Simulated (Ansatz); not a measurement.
# Si₃H₈O₂: taking an electron away

The task here is to estimate one member of a computed series from the others.

Method: unrestricted cation, the program's frozen cores in correlated methods; program: Ansatz 0.2.0, Gaussian basis.

Plan: UKS PBE-D4/def2-TZVPP; UKS r2SCAN-D4/def2-TZVPP; UKS PBE0-D4/def2-TZVPP; UKS B3LYP-D4/def2-TZVPP; UKS wB97X-V/def2-TZVPP; UKS wB97M-V/def2-TZVPP; UKS B2PLYP/def2-TZVPP; UHF-CCSD(T)/def2-TZVPP; UHF-MP2/def2-QZVPP; extrapolation to the limit; then −ε(HOMO) from the neutral's earlier runs with LDA (SPW92), PBE-D4, revPBE-D4, BLYP-D4, r2SCAN-D4, B97M-V, PBE0-D4, B3LYP-D4, r2SCANh-D4, r2SCAN0-D4, HSE06-D4, BHLYP-D4, CAM-B3LYP-D4, LC-ωPBE, ωB97X-V, ωB97M-V.

## The geometry

An earlier PBE0-D4 in a triple-zeta def2 set relaxation fixed the geometry.

SMILES `O[SiH]([SiH3])O[SiH3]`, 13 atoms, charge 0, spin multiplicity 1.

Atoms are counted from 1 here; the program's logs count them from 0.

Bond lengths: O1–Si2 1.642 Å, O1–H6 0.958 Å, Si2–Si3 2.352 Å, Si2–O4 1.635 Å, Si2–H7 1.481 Å, Si3–H8 1.491 Å, Si3–H9 1.488 Å, Si3–H10 1.489 Å, O4–Si5 1.634 Å, Si5–H11 1.488 Å, Si5–H12 1.484 Å, Si5–H13 1.483 Å. Angles: Si2–O1–H6 118.4°, O1–Si2–Si3 111.0°, O1–Si2–O4 111.1°, O1–Si2–H7 104.3°, Si3–Si2–O4 109.0°, Si3–Si2–H7 113.1°, O4–Si2–H7 108.2°, Si2–Si3–H8 110.0°, Si2–Si3–H9 110.4°, Si2–Si3–H10 111.3°, H8–Si3–H9 108.2°, H8–Si3–H10 108.3°, H9–Si3–H10 108.7°, Si2–O4–Si5 148.3°, O4–Si5–H11 109.9°, O4–Si5–H12 109.2°, O4–Si5–H13 109.5°, H11–Si5–H12 109.2° and more.

Set-up of the first run:

Input file in.yaml:

```yaml
crystal:
  periodic: [false, false, false]
  atoms:
    - {symbol: O, position_ang: [-1.834547, 1.566366, 0.607842]}
    - {symbol: Si, position_ang: [-0.493975, 1.117189, -0.227415]}
    - {symbol: Si, position_ang: [-0.935664, -0.750801, -1.586878]}
    - {symbol: O, position_ang: [0.739177, 0.759111, 0.784792]}
    - {symbol: Si, position_ang: [1.785365, -0.356462, 1.360577]}
    - {symbol: H, position_ang: [-2.301734, 0.898792, 1.111892]}
    - {symbol: H, position_ang: [-0.122221, 2.324518, -1.000019]}
    - {symbol: H, position_ang: [-1.478309, -1.866083, -0.759230]}
    - {symbol: H, position_ang: [-1.944804, -0.408447, -2.625665]}
    - {symbol: H, position_ang: [0.300690, -1.230715, -2.262984]}
    - {symbol: H, position_ang: [1.521580, -1.675379, 0.723482]}
    - {symbol: H, position_ang: [1.609591, -0.478652, 2.829151]}
    - {symbol: H, position_ang: [3.175151, 0.065763, 1.059156]}
basis:
  gaussian: {orbitals: def2-TZVPP}
total_charge: 1
magnetization: {spin_polarized: true, initial_magnetization: 1}
hamiltonian: {xc: pbe, dispersion: d4}
```

Started as:

```sh
$ ansatz run in.yaml --threads 2 --pin off --events-out ev --progress --plain --max-ram 32768MiB --backend cpu
```

Among the steps run: Cation, UKS PBE-D4/def2-TZVPP; Cation, UKS r2SCAN-D4/def2-TZVPP; Cation, UKS PBE0-D4/def2-TZVPP; Cation, UKS B3LYP-D4/def2-TZVPP; Cation, UKS wB97X-V/def2-TZVPP; Cation, UKS wB97M-V/def2-TZVPP; Cation, UKS B2PLYP (frozen core)/def2-TZVPP; Cation, UHF-CCSD(T)/def2-TZVPP; Cation, UHF-MP2/def2-QZVPP.

One of the session's tables, all rows but one given; the rest of the session is left out.

For comparison, −ε(HOMO) of the neutral from earlier runs:

| functional | −ε(HOMO) (eV) |
| --- | --- |
| LDA (SPW92) | 6.66 |
| PBE-D4 | 6.57 |
| revPBE-D4 | 6.53 |
| BLYP-D4 | 6.47 |
| r2SCAN-D4 | 6.85 |
| B97M-V | 6.99 |
| PBE0-D4 | 7.79 |
| B3LYP-D4 | 7.60 |
| r2SCANh-D4 | 7.30 |
| r2SCAN0-D4 | 7.97 |
| HSE06-D4 | ? |
| BHLYP-D4 | 8.94 |
| CAM-B3LYP-D4 | 9.11 |
| LC-ωPBE | 10.39 |
| ωB97X-V | 10.08 |
| ωB97M-V | 9.87 |

Q: Estimate the row for HSE06-D4 from the others.

The run gave: −ε(HOMO) (eV): 7.39. In the column «−ε(HOMO) (eV)» it lies between r2SCANh-D4 (7.30) and B3LYP-D4 (7.60).
